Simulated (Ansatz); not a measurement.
This script for a projected density of states of PtN₄Cl₂O, space group P4/mmm with the Ansatz DFT code, driven from Python holds a mistake.

`run_pdos.py`
```python
"""Projected density of states of PtN4Cl2O."""

import ansatz
import numpy as np


def main() -> None:
    system = (
        ansatz.Lattice.of([5.7522, 0.0, 0.0], [0.0, 5.7522, 0.0], [0.0, 0.0, 3.01779])
        .atom("Pt", [0.0, 0.0, 0.0])
        .atom("N", [0.24053, 0.24053, 0.0])
        .atom("N", [0.75946, 0.75946, 0.0])
        .atom("N", [0.24053, 0.75946, 0.0])
        .atom("N", [0.75946, 0.24053, 0.0])
        .atom("Cl", [0.5, 0.0, 0.5])
        .atom("Cl", [0.0, 0.5, 0.5])
        .atom("O", [0.5, 0.5, 0.5])
    )

    calculation = (
        system.calculation()
        .functional(ansatz.Functional.PBESOL)
        .basis(550)
        .kpoints(density=3.8)
        .occupations("fermi_dirac", width=50 * ansatz.meV)
        .scf(max_iterations=4)
        .density_of_states(projected=True, energy_step=0.1)
    )
    res = calculation.run(threads=1)
    rep = res.report

    dos = res.density_of_states()
    energy = np.asarray(dos.energies_ev) - dos.fermi_ev
    curves = {}
    for site in res.projected_density_of_states().sites:
        for shell in site.shells:
            weight = sum(np.sum(curve.g_bin_mean_per_ev, axis=0) for curve in shell.curves)
            name = f"{site.species} {shell.label}"
            curves[name] = curves.get(name, 0) + weight

    step = energy[1] - energy[0]
    windows = [(-6, -3), (-3, 0), (0, 4)]
    print("states by shell in windows of E - E_F (eV):", windows)
    for name, g in curves.items():
        print(f"{name:8s}", " ".join(f"{step * g[(energy >= a) & (energy < b)].sum():8.3f}" for a, b in windows))
    filled = (energy < 0) & (energy > -6)
    for name, g in curves.items():
        if g[filled].sum() * step > 0.5:
            print(f"centre of {name}: {np.average(energy[filled], weights=g[filled]):.2f} eV")


if __name__ == "__main__":
    main()
```

```console
$ python run_pdos.py
DeckWarning: the atoms were moved onto the symmetric positions of the space group found under crystal.symmetry.tolerance 1.0e-5 (fractional; no operation is sought that the atoms, as they stand in a round, miss by more than twice it, and no atom is moved by as much as it), and the run uses the moved positions. Before a round's move an operation carried an atom to 4.07e-5 Å from where it should land, the largest such distance. Atom 1 (counting from 0) moved farthest, by 4.07e-5 Å; the longest move in fractions of the cell, of whichever atom, is 0.70 of the tolerance, in 1 round. To run the atoms as typed, lower crystal.symmetry.tolerance until the operations that they miss are no longer found, or set crystal.symmetry.detect: false (a key that needs symmetry detection or time reversal refuses this as the deck is read). The positions used, in the order of the run's atom list: position: [2.42861286636753e-17, 2.42861286636753e-17, 0.0]; position: [0.240535, 0.240535, 0.0]; position: [0.7594650000000001, 0.7594650000000001, 0.0]; position: [0.240535, 0.7594650000000001, 0.0]; position: [0.7594650000000001, 0.240535, 0.0]; position: [0.5, 2.42861286636753e-17, 0.5]; position: [2.42861286636753e-17, 0.5, 0.5]; position: [0.5, 0.5, 0.5];
Traceback (most recent call last):
  File "run_pdos.py", line 53, in <module>
    main()
    ~~~~^^
  File "run_pdos.py", line 29, in main
    res = calculation.run(threads=1)
  ...
ansatz.NonConvergedError: did not converge after 4 iterations: dr2 = 1.92e-3 (threshold 1.00e-7), under the density mixer `msr1`, which `scf.mixing.algorithm: auto` chose by the deck's other keys (type `scf.mixing.algorithm: msr1` to keep it); raise `scf.max_iter`, which need not help a stalled SCF, or adjust the mixing (`scf.mixing`) or, under a smearing, its width (`scf.occupations.width`, in either direction: another width is another result); this SCF holds its density and magnetisation to the symmetry operations that it keeps, and cannot end on a state that breaks one of them: if the state sought breaks one, re-run with `crystal.symmetry.detect: false`, without `crystal.symmetry.time_reversal: true`, on a non-collinear deck whose state breaks time reversal, with `crystal.symmetry.time_reversal: false` beside it (there exact exchange or a DFT+U term alone can polarise the run; a magnetic state wants starting moments), where the deck allows it (that run may end on another state, and need not converge either) — the other mixer that `auto` picks from is left to try (`scf.mixing.algorithm: broyden`); it can need more iterations, either can converge an SCF that the other leaves [...]
$ echo $?
1
```
(Warnings from the package without file and line, shortened; library frames cut from the traceback.)

What is wrong, and how is it mended?

The fault: the SCF is allowed too few iterations. The change:

```diff
--- before
+++ after
@@ -25,3 +25,3 @@
         .occupations("fermi_dirac", width=50 * ansatz.meV)
-        .scf(max_iterations=4)
+        .scf(extra_bands=22)
         .density_of_states(projected=True, energy_step=0.1)
```

After the fix:

```console
$ python run_pdos.py
DeckWarning: the atoms were moved onto the symmetric positions of the space group found under crystal.symmetry.tolerance 1.0e-5 (fractional; no operation is sought that the atoms, as they stand in a round, miss by more than twice it, and no atom is moved by [...]
states by shell in windows of E - E_F (eV): [(-6, -3), (-3, 0), (0, 4)]
Pt 5S       0.008    0.001    0.000
Pt 6S       0.237    0.196    0.049
Pt 5P       0.010    0.027    0.006
Pt 5D       4.566    1.930    0.994
N 2S        0.789    0.353    0.077
N 2P        4.932    7.284    8.496
Cl 3S       0.096    0.067    0.042
Cl 3P       4.133    4.196    2.583
O 2S        0.036    0.014    0.003
O 2P        0.484    3.627    1.783
centre of Pt 5D: -3.84 eV
centre of N 2S: -3.69 eV
centre of N 2P: -2.55 eV
centre of Cl 3P: -3.14 eV
centre of O 2P: -1.29 eV
```
(Warnings from the package without file and line, shortened.)

The run is spin-unpolarised. The mesh is modest for a metal, so energies can be off by several to tens of meV an atom and pressures by half a GPa or more; differences at equal mesh fare better. Spin-orbit coupling, which matters for elements this heavy, is left out. The structure comes from a database of computed cells and needn't be a stable or known phase. Curves are summed over the cell's atoms. Only shells that the potentials hold have channels, so projections don't add up to the total, least of all where a shell is missing (p of most metals); heights and places of peaks move with the mesh. The density of states is complete only as far up as bands were computed. A band centre counts only the states inside the window taken. Hardware and time: 11 s on 1 thread of Arm Neoverse V2, on a shared host, peak memory 0.53 GiB.
